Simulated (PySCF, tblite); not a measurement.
# CH7NOSi2 (triplet), a small gas-phase stand-in for a defect centre: EPR parameters

Wanted: the EPR parameters for `CO[Si]N[SiH3]`. It is drawn as: twofold Si.

Computed with tblite 0.8.0 and PySCF 2.14.0; each step states its level. No surroundings beyond the atoms listed, unless a continuum is named. Atoms count from 0, parts from 1.

## Step 1: The system as given

12 atoms, charge 0, multiplicity 3; geometry: distance geometry start.

## Step 2: Relaxing the cluster with GFN2-xTB

What the job is given:

```
{"job": {"kind": "relax", "xc": "GFN2-xTB", "basis": "xTB"}, "charge": 0, "multiplicity": 3}
Si     0.235695     0.519578     0.659782
N     -0.868146     0.062772    -0.543380
Si    -2.438500     0.238877     0.064255
O      1.516502    -0.512127     0.397014
C      2.535842    -0.130055    -0.521923
H     -0.713358    -0.915134    -0.778622
H     -2.684392     1.663553     0.430372
H     -2.639500    -0.666197     1.240549
H     -3.387646    -0.165682    -0.994034
H      2.136367    -0.027825    -1.531529
H      3.016201     0.792202    -0.196045
H      3.282654    -0.931430    -0.539103
```

Level: GFN2-xTB geometry optimisation, gas phase.

Run with:

```
> OMP_NUM_THREADS=1 python cluster_run.py task.json out
```

The driver reads the jobs from task.json and runs them one after another.

The log of the run:

```text
step      E/eV     max force
  0    -437.38771    2.527
  1    -437.52665    0.820
  2    -437.56582    0.467
  3    -437.58543    0.489
  4    -437.61554    0.471
  5    -437.64385    0.495
  6    -437.66919    0.468
  7    -437.68687    0.367
  8    -437.70443    0.385
  9    -437.72202    0.343
 10    -437.73543    0.373
 11    -437.74602    0.309
 12    -437.75471    0.260
 13    -437.76224    0.268
 14    -437.76839    0.193
 15    -437.77189    0.145
 16    -437.77378    0.111
 17    -437.77551    0.120
 18    -437.77717    0.109
 19    -437.77854    0.100
 20    -437.77985    0.101
 21    -437.78144    0.130
 22    -437.78359    0.157
 23    -437.78658    0.162
 24    -437.79041    0.188
 25    -437.79420    0.170
 26    -437.79679    0.117
 27    -437.79845    0.110
 28    -437.79969    0.088
 29    -437.80067    0.091
 30    -437.80146    0.092
 31    -437.80214    0.072
 32    -437.80277    0.062
 33    -437.80328    0.073
 34    -437.80369    0.053
 35    -437.80402    0.062
 36    -437.80431    0.061
 37    -437.80464    0.066
 38    -437.80510    0.085
 39    -437.80572    0.080
 40    -437.80636    0.064
 41    -437.80688    0.061
 42    -437.80730    0.062
 43    -437.80780    0.069
 44    -437.80861    0.092
 45    -437.80983    0.107
 46    -437.81145    0.117
 47    -437.81332    0.122
 48    -437.81532    0.120
 49    -437.81738    0.100
 50    -437.81922    0.076
 51    -437.82034    0.068
 52    -437.82091    0.065
 53    -437.82142    0.064
 54    -437.82213    0.063
 55    -437.82293    0.056
 56    -437.82362    0.064
 57    -437.82403    0.056
 58    -437.82412    0.117
 59    -437.82447    0.035
 60    -437.82469    0.038
 61    -437.82521    0.066
 62    -437.82563    0.060
 63    -437.82593    0.040
 64    -437.82619    0.044
 65    -437.82651    0.074
 66    -437.82693    0.097
 67    -437.82744    0.088
 68    -437.82796    0.050
 69    -437.82846    0.058
 70    -437.82905    0.069
 71    -437.82983    0.087
 72    -437.83065    0.076
 73    -437.83139    0.067
 74    -437.83208    0.067
 75    -437.83269    0.068
 76    -437.83259    0.096
 77    -437.83368    0.074
 78    -437.83406    0.048
 79    -437.83472    0.047
 80    -437.83493    0.039
 81    -437.83546    0.047
 82    -437.83571    0.039
 83    -437.83587    0.034
 84    -437.83601    0.028
 85    -437.83614    0.020
 86    -437.83620    0.019
 87    -437.83624    0.016
 88    -437.83626    0.013
 89    -437.83628    0.012
 90    -437.83629    0.007
```

It took 2.3 s on 1 thread of Arm Neoverse V1, shared host.

Step by step:

```tsv
step	energy from step 0 (eV)	largest force (eV/Å)
0	0.0000	2.5270
3	-0.1977	0.4891
6	-0.2815	0.4682
9	-0.3343	0.3432
12	-0.3670	0.2601
15	-0.3842	0.1454
18	-0.3895	0.1098
21	-0.3937	0.1299
24	-0.4027	0.1876
27	-0.4107	0.1098
30	-0.4137	0.0922
33	-0.4156	0.0727
36	-0.4166	0.0603
39	-0.4180	0.0802
42	-0.4196	0.0613
45	-0.4221	0.1075
48	-0.4276	0.1196
51	-0.4326	0.0675
54	-0.4344	0.0625
57	-0.4363	0.0556
60	-0.4370	0.0383
63	-0.4382	0.0396
66	-0.4392	0.0975
69	-0.4407	0.0582
72	-0.4429	0.0757
75	-0.4450	0.0680
78	-0.4463	0.0474
81	-0.4477	0.0465
84	-0.4483	0.0277
87	-0.4485	0.0153
90	-0.4486	0.0073
```

Distances of close pairs at the start and the end, largest changes first:

```tsv
bond	before (Å)	after (Å)	change (Å)
Si0–N1	1.696	1.752	+0.057
N1–Si2	1.693	1.736	+0.043
Si2–H6	1.491	1.459	-0.033
Si2–H7	1.498	1.469	-0.029
Si0–O3	1.666	1.646	-0.020
O3–C4	1.425	1.407	-0.018
Si2–H8	1.478	1.463	-0.015
C4–H11	1.096	1.090	-0.005
```

## Step 3: Relaxing the molecule at PBE0-D3(BJ)/def2-SVP

What the job is given:

```
{"job": {"xc": "PBE0", "basis": "def2-SVP", "d3": "d3bj", "grid": 2, "kind": "geom", "shake": 0.01}, "charge": 0, "multiplicity": 3}
Si     0.386091    -0.278066     1.105622
N     -1.009640    -0.465870     0.026439
Si    -2.553837     0.333070     0.216488
O      1.865283    -0.676307     0.484652
C      2.624958     0.062404    -0.409828
H     -1.067208    -1.397848    -0.346129
H     -2.207751     1.755201     0.306458
H     -3.219176    -0.090819     1.436215
H     -3.310423    -0.022868    -0.941833
H      2.090214     0.264452    -1.320316
H      2.917716     1.015177     0.059620
H      3.522265    -0.526112    -0.600388
```

The log of the run:

```text
step   0  E = -750.47700144  max force = 0.029895
step   1  E = -750.48438804  max force = 0.004174
step   2  E = -750.48627956  max force = 0.002785
step   3  E = -750.48796776  max force = 0.003554
step   4  E = -750.48862042  max force = 0.002493
step   5  E = -750.48879369  max force = 0.002305
step   6  E = -750.48887310  max force = 0.001495
step   7  E = -750.48892563  max force = 0.000504
step   8  E = -750.48893615  max force = 0.000219
optimisation converged
```

Wall time 90 s (1 thread of Arm Neoverse V1, shared host); peak memory 0.57 GiB.

The steps of the relaxation:

```tsv
step	energy from step 0 (eV)	largest force component (eV/Å)
0	0.0000	1.5373
1	-0.2010	0.2146
2	-0.2525	0.1432
3	-0.2984	0.1828
4	-0.3162	0.1282
5	-0.3209	0.1185
6	-0.3230	0.0769
7	-0.3245	0.0259
8	-0.3248	0.0113
```

Close pairs (by a distance rule), those that changed most:

```tsv
bond	before (Å)	after (Å)	change (Å)
Si2–H8	1.429	1.496	+0.067
Si2–H7	1.453	1.496	+0.044
Si0–N1	1.774	1.741	-0.033
C4–H9	1.075	1.104	+0.029
Si2–H6	1.466	1.492	+0.026
Si0–O3	1.653	1.676	+0.023
O3–C4	1.387	1.407	+0.021
N1–H5	1.005	1.018	+0.013
```

The next job starts from the end point, and lists it.

```tsv
at the end point	value
point group (found at 0.08 Å tolerance)	C1
rotational constants (GHz, main isotopes)	6.736, 1.470, 1.290
dipole moment (D)	0.76
⟨S²⟩	2.003
```

## Step 4: g tensor and hyperfine couplings: B3LYP/IGLO-III+pcH-1

What the job is given:

```
{"job": {"kind": "epr"}, "charge": 0, "multiplicity": 3}
Si     0.428536    -0.954826     1.060681
N     -1.117003    -1.015795     0.260876
Si    -2.200625     0.352878     0.110213
O      1.837688    -0.886089     0.156665
C      2.409438     0.300239    -0.339475
H     -1.507404    -1.938082     0.076120
H     -1.398367     1.554022    -0.263680
H     -2.953966     0.662954     1.365305
H     -3.196737     0.038714    -0.960511
H      1.731073     0.822504    -1.036896
H      2.676316     1.000553     0.470753
H      3.329266     0.035285    -0.882999
```

With the program's defaults for keys left out, this is: UKS B3LYP, IGLO-III on C N O Si, pcH-1 on H, non-relativistic, mean-field spin-orbit, GIAO.

The log of the run:

```text
UKS, coarse grid
  cycle   1  E = -751.24786066  |g| = 5.88e-01
  cycle   2  E = -750.77787846  |g| = 1.21e+00
  cycle   3  E = -751.36475967  |g| = 1.61e-01
  cycle   4  E = -751.37102162  |g| = 1.05e-01
  cycle   5  E = -751.37553534  |g| = 1.57e-02
  cycle   6  E = -751.37566044  |g| = 3.74e-03
  cycle   7  E = -751.37567138  |g| = 1.36e-03
  cycle   8  E = -751.37567232  |g| = 5.41e-04
UKS, final grid
  cycle   1  E = -751.37570187  |g| = 7.54e-04
  cycle   2  E = -751.37570134  |g| = 1.48e-03
  cycle   3  E = -751.37570213  |g| = 1.10e-04
  cycle   4  E = -751.37570213  |g| = 4.08e-05
  cycle   5  E = -751.37570214  |g| = 3.89e-05
  cycle   6  E = -751.37570214  |g| = 6.98e-06
E = -751.37570214 Eh   <S^2> = 2.0027 (exact 2.0000)
g shifts (ppm)      1          2          3
  rmc          -168       -168       -168
  gc             45         15         40
  oz_so       -2373       -749        134
  total       -2496       -902          7
hyperfine (MHz)  atom isotope    a_iso     a_fc   dipolar eigenvalues
    0  29Si    -686.80    -688.15    -82.38     10.16     72.22
    1   14N      22.77      22.77     -4.58     -3.43      8.01
    2  29Si     -27.12     -27.13     -2.70      1.18      1.52
    3   17O     -49.87     -49.83    -21.93      8.07     13.85
    4   13C      23.57      23.57     -1.84     -1.64      3.48
    5    1H      30.30      30.29     -7.33     -2.14      9.47
    6    1H       1.98       1.98     -2.26     -1.01      3.27
    7    1H      -0.54      -0.54     -1.56     -1.12      2.68
    8    1H      12.83      12.84     -1.21     -0.78      1.99
    9    1H      -0.04      -0.04     -2.64     -1.29      3.93
   10    1H       0.91       0.91     -3.03     -1.51      4.54
   11    1H       4.26       4.26     -2.10     -1.21      3.31
zero-field splitting (cm-1)  D = -0.2511  E = -0.0632  (spin-spin -0.1818, spin-orbit -0.3767)
```

It took 67 s on 1 thread of Arm Neoverse V1, shared host; peak memory 1 GiB.

Principal g values 1.99982, 2.00142, 2.00233; g(iso) = 2.00119, against 2.00232 for a free electron.

Hyperfine couplings, nucleus by nucleus at this fixed geometry (no averaging over rotations):

```tsv
nuclei	isotope	a(iso) (MHz)	a(iso) (G, at g = 2.0023)	largest dipolar term (MHz)
Si0	29Si	-686.8	-245.1	-82.4
O3	17O	-49.9	-17.8	-21.9
H5	1H	30.3	10.8	9.5
Si2	29Si	-27.1	-9.7	-2.7
C4	13C	23.6	8.4	3.5
N1	14N	22.8	8.1	8.0
H8	1H	12.8	4.6	2.0
H11	1H	4.3	1.5	3.3
H6	1H	2.0	0.7	3.3
H10	1H	0.9	0.3	4.5
H7	1H	-0.5	-0.2	2.7
H9	1H	0.0	0.0	3.9
```

Zero-field splitting: D = -0.251 cm⁻¹ (spin-spin -0.182, spin-orbit -0.377), E = -0.063 cm⁻¹.

The parts don't add up to D because each tensor has axes of its own, and the sign of D turns on which axis is taken as unique; it is unsure here.

Mulliken spin populations:

```tsv
atom	value (e)
Si0	1.79
N1	0.06
Si2	0.02
O3	0.05
C4	0.01
H5	0.02
H6	0.00
H7	0.00
H8	0.02
H9	0.00
H10	0.01
H11	0.01
```

## Step 5: EPR parameters: BHandHLYP/IGLO-III+pcH-1

Same as in step 4 but for these lines:

```diff
@@ -1,2 +1,2 @@
-{"job": {"kind": "epr"}, "charge": 0, "multiplicity": 3}
+{"job": {"kind": "epr", "xc": "BHandHLYP"}, "charge": 0, "multiplicity": 3}
 Si     0.428536    -0.954826     1.060681
```

With the program's defaults for keys left out, this is: UKS BHandHLYP, IGLO-III on C N O Si, pcH-1 on H, non-relativistic, mean-field spin-orbit, GIAO.

The log of the run:

```text
UKS, coarse grid
  cycle   1  E = -751.13472664  |g| = 4.74e-01
  cycle   2  E = -751.09433977  |g| = 6.04e-01
  cycle   3  E = -751.22662490  |g| = 6.19e-02
  cycle   4  E = -751.22832287  |g| = 3.32e-02
  cycle   5  E = -751.22885805  |g| = 1.04e-02
  cycle   6  E = -751.22896311  |g| = 3.54e-03
  cycle   7  E = -751.22898984  |g| = 1.44e-03
  cycle   8  E = -751.22899482  |g| = 7.49e-04
UKS, final grid
  cycle   1  E = -751.22901564  |g| = 5.23e-04
  cycle   2  E = -751.22901594  |g| = 4.37e-04
  cycle   3  E = -751.22901607  |g| = 1.56e-04
  cycle   4  E = -751.22901616  |g| = 1.21e-04
  cycle   5  E = -751.22901617  |g| = 1.15e-05
  cycle   6  E = -751.22901617  |g| = 8.67e-06
E = -751.22901617 Eh   <S^2> = 2.0044 (exact 2.0000)
g shifts (ppm)      1          2          3
  rmc          -169       -169       -169
  gc             46         15         41
  oz_so       -2276       -721         28
  total       -2399       -875       -100
hyperfine (MHz)  atom isotope    a_iso     a_fc   dipolar eigenvalues
    0  29Si    -730.72    -732.06    -83.83      7.71     76.12
    1   14N      24.50      24.50     -4.36     -3.32      7.68
    2  29Si     -22.91     -22.92     -2.53      1.03      1.49
    3   17O     -53.26     -53.23    -20.50      7.41     13.09
    4   13C      20.76      20.76     -1.74     -1.53      3.27
    5    1H      28.80      28.80     -7.34     -2.17      9.51
    6    1H       1.99       1.99     -2.22     -1.08      3.29
    7    1H      -1.19      -1.19     -1.55     -1.15      2.70
    8    1H      10.76      10.76     -1.15     -0.79      1.94
    9    1H      -0.23      -0.23     -2.57     -1.37      3.94
   10    1H      -0.41      -0.41     -3.01     -1.55      4.56
   11    1H       3.08       3.08     -2.03     -1.21      3.24
zero-field splitting (cm-1)  D = -0.1063  E = -0.0313  (spin-spin -0.1997, spin-orbit -0.1317)
```

Run time: 74 s. Hardware: 1 thread of Arm Neoverse V1, shared host; peak memory 1 GiB.

In short: g(iso) 2.00119.

## Step 6: Comparing the runs: EPR parameters

g, ⟨S²⟩ and isotropic hyperfine couplings (MHz), with basis size and wall time:

```tsv
run	g(iso)	⟨S²⟩	29Si Si0	17O O3	1H H5	29Si Si2	13C C4	functions	time
B3LYP/IGLO-III+pcH-1	2.00119	2.003	-686.8	-49.9	30.3	-27.1	23.6	263	67 s
BHandHLYP/IGLO-III+pcH-1	2.00119	2.004	-730.7	-53.3	28.8	-22.9	20.8	263	74 s
```

## Step 7: Outcome

| quantity | value |
| --- | --- |
| point group | C1 |
| rotational constants (main isotopes) | 6.74, 1.47, 1.29 GHz |
| D, E (B3LYP) | -0.251, -0.063 cm⁻¹ |
| g(iso) (B3LYP) | 2.00119 |
| ⟨S²⟩ | 2.003 (exact 2.00) |
| largest a(iso) | 29Si on Si0, -686.8 MHz |

What this shows: The start of the PBE0/def2-SVP relaxation was shaken at random by about 0.01 Å, so part of the energy gained, and of the first lengths quoted, undoes that. The optimisation took 8 steps and gained 0.325 eV; among the close pairs (by a distance rule), Si2–H8 changed most, from 1.429 to 1.496 Å (PBE0/def2-SVP). No frequency check was run at this level, so the end point may be a saddle. Most of the unpaired spin sits on Si0 (1.79 e). The isotropic g lies 1.1 ppt below the free-electron value. The coupling of 29Si on Si0 runs from -730.7 (BHandHLYP/IGLO-III+pcH-1) to -686.8 MHz (B3LYP/IGLO-III+pcH-1). The triplet was assumed; the singlet may lie lower. A capped cluster stands for the solid here, so long-range fields and strain are missing, and bands or shifts of the capping hydrogens have no counterpart in it.
